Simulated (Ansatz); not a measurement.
# C3H10OSi: a ladder of functionals and wavefunction methods

One table from this session's results is given with a row withheld; the runs are named, their logs left out.

Method: functionals in def2-TZVPP, the program's frozen cores in correlated methods; program: Ansatz 0.2.0, Gaussian basis.

Plan: LDA (SPW92), PBE-D4, revPBE-D4, BLYP-D4, r2SCAN-D4, B97M-V, PBE0-D4, B3LYP-D4, r2SCANh-D4, r2SCAN0-D4, HSE06-D4, BHLYP-D4, CAM-B3LYP-D4, LC-ωPBE, ωB97X-V, ωB97M-V, B2PLYP, PBE-QIDH; CCSD(T)/def2-SVP; CCSD(T)/def2-TZVPP; MP2/def2-QZVPP; extrapolation to the limit; RPA on PBE.

### The geometry

All runs share one geometry, relaxed beforehand with PBE0-D4 in a triple-zeta def2 set.

SMILES `CC(C)O[SiH3]`, 15 atoms, charge 0, spin multiplicity 1.

Atoms are counted from 1 here; the program's logs count them from 0.

Bond lengths: C1–C2 1.512 Å, C1–H6 1.091 Å, C1–H7 1.092 Å, C1–H8 1.093 Å, C2–C3 1.516 Å, C2–O4 1.423 Å, C2–H9 1.101 Å, C3–H10 1.092 Å, C3–H11 1.093 Å, C3–H12 1.092 Å, O4–Si5 1.640 Å, Si5–H13 1.491 Å, Si5–H14 1.490 Å, Si5–H15 1.481 Å. Angles: C2–C1–H6 110.6°, C2–C1–H7 110.7°, C2–C1–H8 110.0°, H6–C1–H7 108.6°, H6–C1–H8 108.3°, H7–C1–H8 108.6°, C1–C2–C3 112.4°, C1–C2–O4 107.7°, C1–C2–H9 108.7°, C3–C2–O4 110.1°, C3–C2–H9 108.9°, O4–C2–H9 108.9°, C2–C3–H10 111.2°, C2–C3–H11 110.0°, C2–C3–H12 110.6°, H10–C3–H11 108.3°, H10–C3–H12 108.1°, H11–C3–H12 108.5° and more.

Set-up of the first run:

The input, in.yaml:

```yaml
crystal:
  periodic: [false, false, false]
  atoms:
    - {symbol: C, position_ang: [-0.467656, -0.753061, 1.661455]}
    - {symbol: C, position_ang: [0.178240, -0.265027, 0.384107]}
    - {symbol: C, position_ang: [0.413378, -1.385345, -0.609185]}
    - {symbol: O, position_ang: [-0.676702, 0.720751, -0.184750]}
    - {symbol: Si, position_ang: [-0.145611, 1.974954, -1.097995]}
    - {symbol: H, position_ang: [-0.623436, 0.075704, 2.353900]}
    - {symbol: H, position_ang: [0.159908, -1.502139, 2.149546]}
    - {symbol: H, position_ang: [-1.438482, -1.203118, 1.440161]}
    - {symbol: H, position_ang: [1.144298, 0.200814, 0.632628]}
    - {symbol: H, position_ang: [0.876416, -1.010724, -1.524650]}
    - {symbol: H, position_ang: [-0.536654, -1.856125, -0.873370]}
    - {symbol: H, position_ang: [1.071170, -2.146134, -0.182529]}
    - {symbol: H, position_ang: [0.945611, 2.704968, -0.391770]}
    - {symbol: H, position_ang: [0.388549, 1.530000, -2.416252]}
    - {symbol: H, position_ang: [-1.310929, 2.863882, -1.311997]}
basis:
  gaussian: {orbitals: def2-TZVPP}
hamiltonian: {xc: lda}
output: {orbitals: {seedname: orbitals}}
```

Among the steps run: LDA; PBE-D4 (GGA); revPBE-D4 (GGA); BLYP-D4 (GGA); r2SCAN-D4 (meta-GGA); B97M-V (meta-GGA); PBE0-D4 (hybrid); B3LYP-D4 (hybrid); r2SCANh-D4 (hybrid); r2SCAN0-D4 (hybrid); HSE06-D4 (hybrid); BHLYP-D4 (hybrid); CAM-B3LYP-D4 (range-separated); LC-ωPBE-D4 (range-separated; the results give it without D4); ωB97X-V (range-separated); ωB97M-V (range-separated); B2PLYP (double hybrid); PBE-QIDH (double hybrid).

One of the session's tables, all rows but one given; the rest of the session is left out.

It belongs to the step «Frontier levels by functional». 

| functional | HOMO (eV) | LUMO (eV) | gap (eV) |
| --- | --- | --- | --- |
| LDA (SPW92) | -6.67 | -0.74 | 5.93 |
| PBE-D4 | -6.55 | -0.47 | 6.08 |
| revPBE-D4 | -6.50 | -0.35 | 6.15 |
| BLYP-D4 | -6.47 | -0.34 | 6.13 |
| r2SCAN-D4 | -6.87 | -0.01 | 6.86 |
| B97M-V | -7.06 | -0.33 | 6.73 |
| PBE0-D4 | -8.04 | 0.40 | 8.43 |
| B3LYP-D4 | ? | ? | ? |
| r2SCANh-D4 | -7.43 | 0.27 | 7.70 |
| r2SCAN0-D4 | -8.26 | 0.68 | 8.95 |
| HSE06-D4 | -7.63 | 0.02 | 7.66 |
| BHLYP-D4 | -9.48 | 1.22 | 10.70 |
| CAM-B3LYP-D4 | -9.47 | 1.34 | 10.82 |
| LC-ωPBE | -10.79 | 2.55 | 13.33 |
| ωB97X-V | -10.48 | 2.37 | 12.86 |
| ωB97M-V | -10.39 | 2.03 | 12.42 |

**Question.** Estimate the row for B3LYP-D4.

Worked estimate for «HOMO (eV)». Against the share of exact exchange, BLYP-D4 (0, -6.47), BHLYP-D4 (0.5, -9.48) give a slope of -6.02 per unit share; at 0.2 the line stands at -7.67.

**Answer.** HOMO (eV): -7.82; LUMO (eV): 0.17; gap (eV): 7.99. In «HOMO (eV)» the line misses by +0.15.
